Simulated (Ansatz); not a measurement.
# Cl2F2Si: single point in a Gaussian basis

Wanted for Cl2F2Si: a single point in a Gaussian basis. SMILES: F[Si](F)(Cl)Cl.

Program: Ansatz 0.2.0 through its Python package. Level of theory: PBE0/cc-pVDZ. These are calculated values, not measurements.

### 1 The system

Bond lengths: F1–Si2 1.618 Å, Si2–F3 1.585 Å, Si2–Cl4 1.971 Å, Si2–Cl5 2.045 Å. Angles: F1–Si2–F3 108.4°, F1–Si2–Cl4 112.6°, F1–Si2–Cl5 111.5°, F3–Si2–Cl4 108.7°, F3–Si2–Cl5 110.0°, Cl4–Si2–Cl5 105.6°.

The script holds or builds the structure itself.

### 2 The code

The input, energy_cl2f2si.py:

```python
"""Single point of Cl2F2Si."""

import ansatz as az
import numpy as np

molecule = (
    az.Crystal.molecule()
    .atom("F", [0.1086, -0.2758, 1.6666])
    .atom("Si", [0.0575, -0.0901, 0.06])
    .atom("F", [1.0469, -1.139, -0.597])
    .atom("Cl", [-1.7472, -0.3761, -0.6786])
    .atom("Cl", [0.5841, 1.8074, -0.4925])
)

job = (
    molecule.calculation()
    .basis(gaussian="cc-pVDZ")
    .functional("PBE0")
    .forces()
)
trace = []
outcome = job.session().plan().execute(on_event=trace.append)
rep = outcome.report
for event in trace:
    if event["event"] == "mean_field_evaluation" and event["data"]["evaluation"] <= 25:
        print("pass {evaluation:3d}  E = {energy_ev:.6f} eV  gradient {gradient_ev:.1e}".format(**event["data"]))

print("reference energy %16.6f eV" % rep["reference_energy_ev"])
print("total energy     %16.6f eV" % rep["free_energy_ev"])
print("occupied orbitals outside the frozen core (up, down):", rep["n_occupied"], " frozen:", rep["n_frozen"], " virtual:", rep["n_virtual"])

state = rep["mean_field"]["state"]
print(f"mean field: {state['energy']['hartree']:.7f} Ha, <S^2> = {abs(state['spin_squared']):.4f}, stability: {state.get('stability', {}).get('kind')}")

symbols = [site.symbol for site in molecule.cartesian_sites]
forces = np.array(rep["forces_ev_ang"])
print("largest force", round(float(np.linalg.norm(forces, axis=1).max()), 4), "eV/A, rms", round(float(np.sqrt((forces ** 2).mean())), 4))

charges = rep["charge_distribution"]
print("dipole moment", round(4.803205 * float(np.linalg.norm(charges["dipole_moment_e_ang"])), 3), "D")
print("Mulliken:", [(s, round(q, 3)) for s, q in zip(symbols, charges["mulliken_charges_e"])])
```

### 3 Running it

Command:

```bash
$ python energy_cl2f2si.py
```

**Question.** What results will this script give? Wanted: total energy; largest force; dipole moment.

**Answer**, as computed:

```
     quantity           value
 total energy  -38346.0717 eV
largest force      1.617 eV/Å
dipole moment          0.61 D
```

**Reading.** Forces reach 1.62 eV/Å, so the atoms aren't at rest. Reading the output:
- The geometry is a force-field or estimated start, not a minimum of this method, and the basis set is short of its limit.
- Early passes use coarser integrals and grids, so their energies can't be compared with the last.
